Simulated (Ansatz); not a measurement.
# LiAgC2: the cost of one run

Computed with Ansatz 0.2.0 (DFT PBE, scalar-relativistic, plane waves, PAW, unless a step's input says otherwise).

### Step 1. Starting point

It takes space group P-6m2 (No. 187, hexagonal). Conventional cell: a = 3.842 Å, b = 3.842 Å, c = 5.356 Å, α = 90.00°, β = 90.00°, γ = 120.00°. Around Li (site symmetry -6m2) lie 6 C at 2.30 Å. Ag (site symmetry -6m2) has 2 C at 2.05 Å as nearest neighbours. Around C (site symmetry 3m) lie 1 C at 1.25 Å.

As a file:

```
Li Ag C
1.0
     3.84161    0.00000    0.00000
    -1.92080    3.32693    0.00000
     0.00000    0.00000    5.35560
Li Ag C
1 1 2
Direct
  0.00000 0.00000 0.50000
  0.66667 0.33333 0.00000
  0.66667 0.33333 0.61662
  0.66667 0.33333 0.38338
```

The structure comes from the Materials Project (structure only).

### Step 2. A change within the space group

The change: strain xx, yy, zz, yz, xz, xy = -0.4, -0.4, -9.4, +0.0, +0.0, +0.0 %; atoms moved by 0.06 Å root mean square, at most 0.08 Å.

input.yaml

```yaml
crystal:
  lattice:
    - [3.8252404245, 0.0, 0.0]
    - [-1.9126202122, 3.3127553831, 0.0]
    - [0.0, 0.0, 4.850777521]
  atoms:
    - { symbol: Li, position: [0.0, 0.0, 0.5] }
    - { symbol: Ag, position: [0.66666667, 0.33333333, 0.0] }
    - { symbol: C, position: [0.66666667, 0.33333333, 0.6324667667] }
    - { symbol: C, position: [0.66666667, 0.33333333, 0.3675332333] }
basis:
  ecutwfc: 420
kpoints:
  mp_grid: { grid: [9, 9, 6] }
hamiltonian:
  xc: pbe
scf:
  occupations: { method: gaussian, width: 0.02 }
output:
  forces: true
  stress: true
  eigenvalues: true
  populations: true
```

The run is started by

```
$ ansatz run input.yaml --threads 1 --pin off --max-ram 1331MiB --backend cpu --events-out ev --progress --plain --runs-dir out
```

**Question.** How long does this run take on 1 thread of an x86-64 CPU, shared host, and how much memory does it need?

About 14 s, with a peak of 0.38 GiB.
